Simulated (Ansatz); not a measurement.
# HfTe2W2: the cost of one run

Program: Ansatz 0.2.0. Level of theory: DFT PBE, scalar-relativistic, plane waves, PAW. These are calculated values, not measurements.

1 further run of the same task is left out (it didn't finish).

## (1) The starting structure

The structure is tetragonal, space group P4mm (No. 99). Conventional cell: a = 4.128 Å, b = 4.128 Å, c = 8.395 Å, α = 90.00°, β = 90.00°, γ = 90.00°. Around Hf (site symmetry 4mm) lie 4 Te at 2.29 Å. Te (site symmetry 2mm) is surrounded by 2 Hf at 2.29 Å. W (site symmetry 2mm) has 4 W at 2.92 Å as nearest neighbours.

Structure file:

```cif
data_structure
_symmetry_space_group_name_H-M 'P4mm'
_symmetry_Int_Tables_number 99
_cell_length_a 4.1277
_cell_length_b 4.1277
_cell_length_c 8.3946
_cell_angle_alpha 90.000
_cell_angle_beta 90.000
_cell_angle_gamma 90.000
_cell_volume 143.03
loop_
_atom_site_label
_atom_site_type_symbol
_atom_site_symmetry_multiplicity
_atom_site_Wyckoff_symbol
_atom_site_fract_x
_atom_site_fract_y
_atom_site_fract_z
_atom_site_occupancy
Hf1 Hf 1 b 0.50000 0.50000 0.63156 1
Te1 Te 2 c 0.50000 0.00000 0.51408 1
W1 W 2 c 0.50000 0.00000 0.10091 1
```

Recipe of the guess: random cell by space group and Wyckoff sites (P4mm, No. 99). The dimensions are guesses.

## (2) Probe: one point on a coarse mesh

The input, input.yaml:

```yaml
crystal:
  lattice:
    - [4.12772099, 0.0, 0.0]
    - [0.0, 4.12772099, 0.0]
    - [0.0, 0.0, 8.39462505]
  atoms:
    - { symbol: Hf, position: [0.5, 0.5, 0.63155508] }
    - { symbol: Te, position: [0.5, 0.0, 0.51407819] }
    - { symbol: Te, position: [0.0, 0.5, 0.51407819] }
    - { symbol: W, position: [0.5, 0.0, 0.10090594] }
    - { symbol: W, position: [0.0, 0.5, 0.10090594] }
basis:
  ecutwfc: 420
kpoints:
  mp_grid: { grid: [4, 4, 2] }
hamiltonian:
  xc: pbe
scf:
  occupations: { method: gaussian, width: 0.1 }
  lower_state_search: "off"
output:
  forces: true
  stress: true
  eigenvalues: true
```

Command:

```console
> ansatz run input.yaml --threads 1 --pin off --max-ram 2560MiB --backend cpu --events-out ev --progress --plain --runs-dir out
```

Q: Estimate wall time and peak memory on 1 thread of Intel Xeon Platinum 8259CL at 2.50GHz (Skylake/Cascade Lake), shared host.

About 7.2 s, with a peak of 0.47 GiB.
